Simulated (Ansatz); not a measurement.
F2HISi, SMILES F[SiH](F)I, a ladder of methods at one geometry

Program: Ansatz's Python interface.

Run as a notebook:

**Cell 1**
```python
from pathlib import Path

import ansatz as az
import numpy as np
```

**Cell 2**
```python
GEOMETRY = """
F    -0.09820   -0.61050    1.56220
Si    0.14020    0.01310    0.08480
F     0.30940    1.60490    0.16620
I    -1.68020   -0.46730   -1.37690
H     1.37870   -0.61380   -0.47770
"""
```

**Cell 3**
```python
system = az.Crystal.molecule()
for line in GEOMETRY.strip().splitlines():
    symbol, *xyz = line.split()
    system = system.atom(symbol, [float(v) for v in xyz])
```

**Cell 4**
```python
model = system.calculation().basis(gaussian="def2-SVP")
```

**Cell 5**
```python
print("functional    E (Ha)        dipole (D)   HOMO (eV)  LUMO (eV)")
for name in ["cam_b3lyp", "b3lyp", "pbe0", "hse06", "revpbe"]:
    rep = model.functional(name).forces().orbitals().run(threads=1, runs_dir="runs").report
    lines = Path(rep["orbitals_path"]).read_text().splitlines()
    field_of = lambda key: [line.split("=")[1].strip() for line in lines if line.startswith(key)]
    orbitals = [(27.211386 * float(e), s, float(n)) for e, s, n in zip(field_of("Ene="), field_of("Spin="), field_of("Occup="))]
    homo = max(e for e, _, n in orbitals if n > 0.5)
    lumo = min(e for e, _, n in orbitals if n < 0.5)
    dipole = 4.803205 * np.linalg.norm(rep["charge_distribution"]["dipole_moment_e_ang"])
    print(f"{name:10s} {rep['free_energy_ev'] / 27.211386246:14.6f} {dipole:9.3f} {homo:11.3f} {lumo:10.3f}")
```
Output:
```text
functional    E (Ha)        dipole (D)   HOMO (eV)  LUMO (eV)
cam_b3lyp     -787.345232     1.097      -9.497      0.828
b3lyp         -787.493111     1.083      -7.983     -0.528
pbe0          -787.084023     1.115      -8.302     -0.325
hse06         -787.068484     1.113      -7.907     -0.705
revpbe        -787.288139     0.941      -7.023     -1.106
```

Caveats:
- Total energies depend on the basis set; only differences at equal settings carry meaning.
- The geometry is a force-field or estimated start, not a minimum of this method, and the basis set is short of its limit. A lower total doesn't mark the better method: functionals have no common bound, and MP2 and coupled cluster aren't variational.
- def2 sets replace the cores of elements past krypton by effective core potentials.
- b3lyp holds the VWN-RPA fit, as in Gaussian; the form of ORCA and Turbomole is b3lyp5.
- Levels such as HOMO and LUMO are orbital energies: with these approximate functionals they aren't the ionisation energy and electron affinity, and their gap isn't the fundamental gap.
- hse06 follows the composition of plane-wave codes, whose totals differ by tens of mHa, up to about 0.1 Ha, from the form usual in Gaussian-basis programs (wpbeh).
- Wall time of the script: 12 s on 1 thread of Arm Neoverse V2, with other jobs on the host, peak memory 0.24 GiB.
